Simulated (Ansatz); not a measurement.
Crystal: HPbNO4.

```
H Pb N O
1.0
     3.85707    0.00178   -0.03658
     0.17353    4.33436   -0.01647
     0.75803    0.83873    5.87662
H Pb N O
1 1 1 4
Direct
  0.61511 0.89559 0.19844
  0.64597 0.44651 0.91685
  0.71474 0.23810 0.50058
  0.16958 0.47007 0.77768
  0.62919 0.97045 0.49845
  0.56424 0.92583 0.03849
  0.78022 0.42250 0.31951
```

The cell was built by a generator and needn't be a form met in nature.

* Program: Ansatz 0.2.0
* Task: relaxation of cell and atoms
* Functional: r2SCAN
* Dispersion: D4
* Potentials or basis: Ansatz PAW
* Cutoff: 500 eV (not typed: the program's choice for these potentials)
* k mesh: 5 × 5 × 4
* Occupations: fermi-dirac, width 0.05 eV
* Spin: no spin polarisation

At the start: volume 14.06 Å³/atom.

Question: How do energy, volume and symmetry change on relaxing?

Answer: It ends after 23 steps and the volume is 12.09 Å³/atom (-14.0 %); space group P1 (No. 1, to 0.05 Å).

Step by step:
```csv
step,energy change (eV),largest force (eV/Å),volume (Å³)
1,0.0000,0.5848,98.41
2,-0.1160,0.3965,89.16
3,-0.1297,0.5369,88.62
4,-0.1485,0.3042,88.55
5,-0.1564,0.2406,87.56
6,-0.1650,0.2687,86.60
7,-0.1713,0.0649,85.58
8,-0.1738,0.2452,85.24
9,-0.1755,0.1539,85.45
10,-0.1771,0.1359,85.10
11,-0.1780,0.1343,84.36
12,-0.1788,0.0316,84.60
13,-0.1791,0.0183,84.69
14,-0.1793,0.0143,84.67
15,-0.1795,0.0169,84.65
16,-0.1795,0.0259,84.59
17,-0.1796,0.0221,84.60
18,-0.1796,0.0201,84.63
19,-0.1796,0.0177,84.63
20,-0.1796,0.0117,84.63
21,-0.1717,0.0153,84.63
22,-0.1717,0.0048,84.65
23,-0.1717,0.0047,84.65
```

Final structure:
```
CELL_PARAMETERS angstrom
3.73802 0.21645 0.03115
0.40990 4.10256 0.05417
0.88157 0.92487 5.57037
ATOMIC_POSITIONS crystal
H 0.56793 0.89355 0.21563
Pb 0.64620 0.44916 0.90676
N 0.75823 0.20637 0.50226
O 0.16417 0.54568 0.76544
O 0.62584 0.95218 0.50651
O 0.51192 0.93668 0.05002
O 0.84476 0.38543 0.30337
```

Caveat: the plane-wave basis is chosen anew once the cell has moved, so the energies of steps on either side of that aren't comparable; the PAW data sets come from PBE, with cores solved anew for the run's functional, which leaves a small shift of forces and pressure.
